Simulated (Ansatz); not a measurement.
# C₂H₃BO₂: up Jacob's ladder to CCSD(T)

An exercise on one series of results from a longer session: the logs are not shown, and one member is left open.

Program: Ansatz 0.2.0, Gaussian basis. Level of theory: functionals in def2-TZVPP, the program's frozen cores in correlated methods. These are calculated values, not measurements.

The runs, in order: LDA (SPW92), PBE-D4, revPBE-D4, BLYP-D4, r2SCAN-D4, B97M-V, PBE0-D4, B3LYP-D4, r2SCANh-D4, r2SCAN0-D4, HSE06-D4, BHLYP-D4, CAM-B3LYP-D4, LC-ωPBE, ωB97X-V, ωB97M-V, B2PLYP, PBE-QIDH; CCSD(T)/def2-SVP; CCSD(T)/def2-TZVPP; MP2/def2-QZVPP; extrapolation to the limit; RPA on PBE.

## Structure used throughout

An earlier PBE0-D4 in a triple-zeta def2 set relaxation fixed the geometry.

SMILES `O=C1CBO1`, 8 atoms, charge 0, spin multiplicity 1.

Atoms are counted from 1 here; the program's logs count them from 0.

Bond lengths: O1–C2 1.177 Å, C2–C3 1.519 Å, C2–O5 1.411 Å, C3–B4 1.577 Å, C3–H6 1.091 Å, C3–H7 1.091 Å, B4–O5 1.385 Å, B4–H8 1.187 Å. Angles: O1–C2–C3 138.7°, O1–C2–O5 125.7°, C3–C2–O5 95.6°, C2–C3–B4 79.8°, C2–C3–H6 113.6°, C2–C3–H7 113.6°, B4–C3–H6 119.1°, B4–C3–H7 119.1°, H6–C3–H7 108.8°, C3–B4–O5 94.1°, C3–B4–H8 141.1°, O5–B4–H8 124.8°, C2–O5–B4 90.5°.

The first run:

in.yaml reads:

```yaml
crystal:
  periodic: [false, false, false]
  atoms:
    - {symbol: O, position_ang: [-1.022044, 1.632490, -1.067749]}
    - {symbol: C, position_ang: [-0.518061, 0.676990, -0.600214]}
    - {symbol: C, position_ang: [0.340119, 0.311120, 0.598553]}
    - {symbol: B, position_ang: [0.192005, -1.103849, -0.081035]}
    - {symbol: O, position_ang: [-0.587315, -0.631657, -1.124527]}
    - {symbol: H, position_ang: [1.315853, 0.799464, 0.602088]}
    - {symbol: H, position_ang: [-0.148506, 0.493803, 1.556907]}
    - {symbol: H, position_ang: [0.520149, -2.235462, 0.059977]}
basis:
  gaussian: {orbitals: def2-TZVPP}
hamiltonian: {xc: lda}
output: {orbitals: {seedname: orbitals}}
```

Started as:

```sh
$ ansatz run in.yaml --threads 2 --pin off --events-out ev --progress --plain --max-ram 4352MiB
```

Among the steps run: LDA; PBE-D4 (GGA); revPBE-D4 (GGA); BLYP-D4 (GGA); r2SCAN-D4 (meta-GGA); B97M-V (meta-GGA); B3LYP-D4 (hybrid); r2SCANh-D4 (hybrid); r2SCAN0-D4 (hybrid); HSE06-D4 (hybrid); BHLYP-D4 (hybrid); CAM-B3LYP-D4 (range-separated); LC-ωPBE (range-separated); ωB97X-V (range-separated); ωB97M-V (range-separated); B2PLYP (double hybrid); PBE-QIDH (double hybrid).

One of the session's tables, all rows but one given; the rest of the session is left out.

It belongs to the step «Frontier levels by functional». 

| functional | HOMO (eV) | gap (eV) |
| --- | --- | --- |
| LDA (SPW92) | -7.23 | 4.75 |
| PBE-D4 | -7.01 | 4.84 |
| revPBE-D4 | -6.93 | 4.88 |
| BLYP-D4 | -6.90 | 4.86 |
| r2SCAN-D4 | -7.30 | 5.52 |
| B97M-V | -7.40 | 5.62 |
| PBE0-D4 | -8.57 | 7.45 |
| B3LYP-D4 | ? | ? |
| r2SCANh-D4 | -7.89 | 6.48 |
| r2SCAN0-D4 | -8.78 | 7.90 |
| HSE06-D4 | -8.16 | 6.65 |
| BHLYP-D4 | -10.07 | 9.99 |
| CAM-B3LYP-D4 | -10.03 | 9.99 |
| LC-ωPBE | -11.34 | 12.55 |
| ωB97X-V | -10.99 | 12.11 |
| ωB97M-V | -10.94 | 11.80 |

Q: Estimate the row for B3LYP-D4 from the others.

Worked estimate for «HOMO (eV)». Against the share of exact exchange, BLYP-D4 (0, -6.90), BHLYP-D4 (0.5, -10.07) give a slope of -6.34 per unit share; at 0.2 the line stands at -8.17.

The run gave: HOMO (eV): -8.32; gap (eV): 6.94. In «HOMO (eV)» the line misses by +0.15.
